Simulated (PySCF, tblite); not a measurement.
# C₆H₄ClS radical: geometry, infrared bands and EPR parameters

Aim: predict the infrared bands and EPR parameters of C₆H₄ClS radical (`[S]c1ccccc1Cl`).

The runs use tblite 0.8.0 and PySCF 2.14.0, with density-fitted response routines of our own; the level of theory stands in each step. All values are computed, except where a source is named. Atoms are numbered from 0 throughout.

## 1. Starting geometry

12 atoms, charge 0, multiplicity 2; geometry from: force field or distance geometry start.

Bonds of the start (Å): S0–C1 1.81, C1–C2 1.37, C2–C3 1.42, C3–C4 1.38, C4–C5 1.38, C5–C6 1.39, C6–Cl7 1.76, C6–C1 1.38, C2–H8 1.10, C3–H9 1.11, C4–H10 1.08, C5–H11 1.07.

## 2. Geometry optimisation with GFN2-xTB

The job: settings as JSON, then the geometry in Å.

```
{"job": {"kind": "relax", "xc": "GFN2-xTB", "basis": "xTB"}, "charge": 0, "multiplicity": 2}
S      1.991900    -2.358000     0.043100
C      0.801800    -0.988200     0.007500
C     -0.530900    -1.289700     0.011700
C     -1.454800    -0.217400    -0.020900
C     -1.006100     1.090400    -0.016300
C      0.351700     1.319900    -0.016600
C      1.291900     0.300500     0.002800
Cl     3.006000     0.687900     0.021900
H     -0.908800    -2.323800     0.018200
H     -2.539800    -0.431900    -0.015500
H     -1.736200     1.891300    -0.041400
H      0.734600     2.318200    -0.020500
```

Run with:

```bash
$ OMP_NUM_THREADS=1 python probes_run.py task.json out
```

This one command runs all jobs of the session in turn.

The log of the run:

```text
step      E/eV     max force
  0    -615.78210    3.143
  1    -615.95770    0.790
  2    -615.99153    0.413
  3    -616.00495    0.327
  4    -616.01252    0.172
  5    -616.01551    0.132
  6    -616.01707    0.094
  7    -616.01773    0.077
  8    -616.01837    0.061
  9    -616.01874    0.041
 10    -616.01889    0.035
 11    -616.01897    0.024
 12    -616.01906    0.027
 13    -616.01913    0.021
 14    -616.01916    0.009
```

Wall time 0.16 s (1 thread of Intel Xeon at 2.70GHz, shared host).

Along the way:

```tsv
step	energy from step 0 (eV)	largest force (eV/Å)
0	0.0000	3.1429
1	-0.1756	0.7901
2	-0.2094	0.4133
3	-0.2228	0.3273
4	-0.2304	0.1717
5	-0.2334	0.1324
6	-0.2350	0.0937
7	-0.2356	0.0773
8	-0.2363	0.0607
9	-0.2366	0.0412
10	-0.2368	0.0345
11	-0.2369	0.0236
12	-0.2370	0.0270
13	-0.2370	0.0205
14	-0.2371	0.0086
```

Close pairs (by a distance rule), those that changed most:

```tsv
bond	before (Å)	after (Å)	change (Å)
S0–C1	1.815	1.716	-0.099
C2–C3	1.416	1.376	-0.040
C6–Cl7	1.757	1.720	-0.037
C1–C2	1.366	1.403	+0.036
C1–C6	1.379	1.407	+0.028
C3–H9	1.106	1.079	-0.027
C2–H8	1.101	1.079	-0.022
C5–H11	1.069	1.079	+0.010
```

The end geometry stands in the next job.

## 3. Harmonic vibrations with GFN2-xTB

The job: settings as JSON, then the geometry in Å.

```
{"job": {"kind": "ir", "xc": "GFN2-xTB", "basis": "xTB"}, "charge": 0, "multiplicity": 2}
S      1.940863    -2.342087     0.040311
C      0.835065    -1.030013     0.016296
C     -0.545398    -1.278216     0.007003
C     -1.447957    -0.239748    -0.012062
C     -0.998107     1.076200    -0.023880
C      0.359745     1.346418    -0.014442
C      1.273444     0.306818     0.005205
Cl     2.957499     0.657405     0.018539
H     -0.880430    -2.303840     0.016444
H     -2.506736    -0.449273    -0.017978
H     -1.704729     1.891616    -0.039056
H      0.717940     2.364034    -0.022405
```

The log of the run:

```text
mode    cm-1     km/mol
  1     113.9      0.17
  2     169.0      0.55
  3     210.7      0.00
  4     310.3      0.96
  5     397.5      0.05
  6     399.5      0.84
  7     463.2      0.51
  8     470.4      2.26
  9     650.7      0.18
 10     651.3      1.70
 11     726.4      0.15
 12     766.3     33.40
 13     870.6      0.01
 14     908.2      0.58
 15     918.9      0.05
 16     996.0     12.47
 17    1080.7      0.80
 18    1098.2     22.62
 19    1150.9      0.65
 20    1174.8      0.25
 21    1226.0      4.55
 22    1308.3      1.71
 23    1390.0      4.06
 24    1400.1     34.17
 25    1527.0     12.24
 26    1554.5     15.44
 27    3089.2      2.01
 28    3095.7     20.08
 29    3103.2     15.47
 30    3107.1      9.02
```

Wall time 0.67 s (1 thread of Intel Xeon at 2.70GHz, shared host).

The strongest bands and the atoms that carry them (share of the mass-weighted mode):

```tsv
cm⁻¹	km/mol	atoms
766	33.4	H10 27 %, H9 24 %, H8 17 %, H11 13 %
996	12.5	C6 28 %, C1 22 %, C2 15 %, C5 12 %
1098	22.6	C1 38 %, C6 25 %, H8 12 %, H11 11 %
1400	34.2	C5 25 %, C2 15 %, H11 13 %, C1 11 %
1527	12.2	C4 39 %, C3 16 %, C1 12 %, C6 11 %
1554	15.4	C3 27 %, C5 25 %, C2 24 %
3096	20.1	H11 31 %, H10 30 %, H8 16 %, H9 15 %
3103	15.5	H8 45 %, H11 35 %
```

## 4. EPR parameters: B3LYP/pcH-1

The job, as its differences from that of step 3:

```diff
@@ -1,2 +1,2 @@
-{"job": {"kind": "ir", "xc": "GFN2-xTB", "basis": "xTB"}, "charge": 0, "multiplicity": 2}
+{"job": {"kind": "epr", "basis": "pcH-1"}, "charge": 0, "multiplicity": 2}
 S      1.940863    -2.342087     0.040311
```

Level: UKS B3LYP, pcH-1 on C Cl H S, non-relativistic, mean-field spin-orbit, GIAO.

The log of the run:

```text
UKS, coarse grid
  cycle   1  E = -1089.37630352  |g| = 2.98e-01
  cycle   2  E = -1089.33497706  |g| = 4.14e-01
  cycle   3  E = -1089.41731336  |g| = 1.02e-01
  cycle   4  E = -1089.42226652  |g| = 4.50e-02
  cycle   5  E = -1089.42338212  |g| = 1.36e-02
  cycle   6  E = -1089.42349601  |g| = 6.76e-03
  cycle   7  E = -1089.42353778  |g| = 3.41e-03
  cycle   8  E = -1089.42354845  |g| = 1.84e-03
  cycle   9  E = -1089.42355091  |g| = 6.27e-04
UKS, final grid
  cycle   1  E = -1089.42354511  |g| = 8.25e-04
  cycle   2  E = -1089.42354457  |g| = 1.41e-03
  cycle   3  E = -1089.42354567  |g| = 1.83e-04
  cycle   4  E = -1089.42354572  |g| = 1.40e-04
  cycle   5  E = -1089.42354578  |g| = 7.78e-05
  cycle   6  E = -1089.42354578  |g| = 1.71e-05
E = -1089.42354578 Eh   <S^2> = 0.7656 (exact 0.7500)
g shifts (ppm)      1          2          3
  rmc          -209       -209       -209
  gc             -6         47         44
  oz_so         -36      10772     204980
  total        -251      10612     204817
hyperfine (MHz)  atom isotope    a_iso     a_fc   dipolar eigenvalues
    0   33S      14.49      14.49    -69.62    -68.99    138.61
    1   13C     -23.50     -23.50     -6.83      2.53      4.29
    2   13C      12.30      12.30    -12.03    -11.65     23.68
    3   13C     -14.11     -14.11    -10.64      4.83      5.81
    4   13C      16.63      16.63    -15.15    -13.80     28.94
    5   13C     -14.32     -14.32    -10.84      4.89      5.95
    6   13C      16.34      16.34    -13.72    -13.34     27.07
    7  35Cl       0.60       0.60     -5.33     -2.95      8.29
    8    1H     -10.48     -10.48     -2.93     -2.18      5.11
    9    1H       4.23       4.23     -1.69     -0.50      2.19
   10    1H     -12.34     -12.34     -7.44     -0.45      7.90
   11    1H       4.24       4.24     -1.74     -0.55      2.29
```

Run time: 1.7 min. Hardware: 1 thread of Intel Xeon at 2.70GHz, shared host; peak memory 1 GiB.

Principal g values 2.00207, 2.01293, 2.20714; g(iso) = 2.07405, against 2.00232 for a free electron. They are not to be trusted: the run shows a large g shift, which the driver flags as unsure.

Hyperfine couplings, nucleus by nucleus at this fixed geometry (no averaging over rotations):

```tsv
nuclei	isotope	a(iso) (MHz)	a(iso) (G, at g = 2.0023)	largest dipolar term (MHz)
C1	13C	-23.5	-8.4	-6.8
C4	13C	16.6	5.9	28.9
C6	13C	16.3	5.8	27.1
S0	33S	14.5	5.2	138.6
C5	13C	-14.3	-5.1	-10.8
C3	13C	-14.1	-5.0	-10.6
H10	1H	-12.3	-4.4	7.9
C2	13C	12.3	4.4	23.7
H8	1H	-10.5	-3.7	5.1
H11	1H	4.2	1.5	2.3
H9	1H	4.2	1.5	2.2
Cl7	35Cl	0.6	0.2	8.3
```

Mulliken spin populations:

```tsv
atom	value (e)
S0	0.76
C1	-0.09
C2	0.15
C3	-0.09
C4	0.19
C5	-0.09
C6	0.15
Cl7	0.02
H8	-0.01
H9	0.00
H10	-0.01
H11	0.00
```

The fields below are evaluated on a grid from the run's orbitals.

ELF in a plane through or near 12 of the atoms.

Ten even steps from ' ' (0.00) to '@' (1.00):
```
                                                        
                                                        
                                                        
            ::----::    ::@@@@@@--                      
        ::==##%%%%**    ##@@@@@@**..                    
      ..==**%%@@@@##..  ##@@@@@@++    ::==--            
      --####::**::##::..==**++**::..**@@@@@@##..        
    ..==%%%%--++..%%++++%%==@@++##++@@@@@@@@@@==        
      --##%%%%######::**##**++%%..**++@@@@@@**..        
            ..    ++####++..  --******--..              
      ..--==--::..++**##++..  --**##**::..              
  ..==##@@@@%%**##%%++**%%**++%%==@@**@@@@@@==          
  ..--##@@%%==%%::##++++%%::##++##++@@@@@@@@%%--        
    ::++%%##::++::**::..++******::..##@@@@@@##..        
      ::**##@@@@@@%%..  %%@@@@@@--    --++==            
      ..==**%%@@@@##    ##@@@@@@++                      
        ..::++####==    ::@@@@%%..                      
              ....                                      
                                                        
                                                        
```
The map spans 10.4 Å across and 10.1 Å up, centred on the molecule. Atoms in the plane (x, y in Å): S0 (-2.6, -1.6), C1 (-1.1, -0.7), C2 (0.1, -1.4), C3 (1.3, -0.7), C4 (1.3, 0.7), C5 (0.1, 1.4), C6 (-1.1, 0.7), Cl7 (-2.6, 1.6), H8 (0.1, -2.5), H9 (2.2, -1.3), H10 (2.2, 1.2), H11 (0.1, 2.5).

On the surface of density 0.002 e/bohr³ the electrostatic potential runs, from the 1st to the 99th percentile, from -1.07 V near S0 to 1.28 V near H10.

The spin density lies nearest to S0 56 %; C2, C4, C6 about 9 % each.

## 5. Results

| quantity | value |
| --- | --- |
| strongest single infrared mode (GFN2-xTB) | 1400 cm⁻¹, 34 km/mol |
| zero-point energy (GFN2-xTB) | 49.1 kcal/mol |
| g(iso) (B3LYP) | 2.07405 |
| ⟨S²⟩ | 0.766 (exact 0.75) |
| largest a(iso) | 13C on C1, -23.5 MHz |
| surface potential, 1st and 99th percentile | -1.07 V and 1.28 V |
| property runs in this session | 1, of which 0 failed and 1 gave unsound results |

What this shows: Over 14 steps the energy fell by 0.237 eV; of the close pairs, S0–C1 changed most, 1.815 to 1.716 Å. All 30 modes are real, so the xTB geometry is a minimum. The strongest single mode, at 1400 cm⁻¹, has its largest shares on C5, C2, H11 and C1 (the list is cut at 4 atoms). Unscaled tight-binding wavenumbers are off by several per cent, some by more. Its intensities can rank the bands wrongly. S0 carries the largest spin population, 0.76 e. The isotropic g lies 71.7 ppt above the free-electron value. These values are not to be trusted: the run shows a large g shift, which the driver flags as unsure.
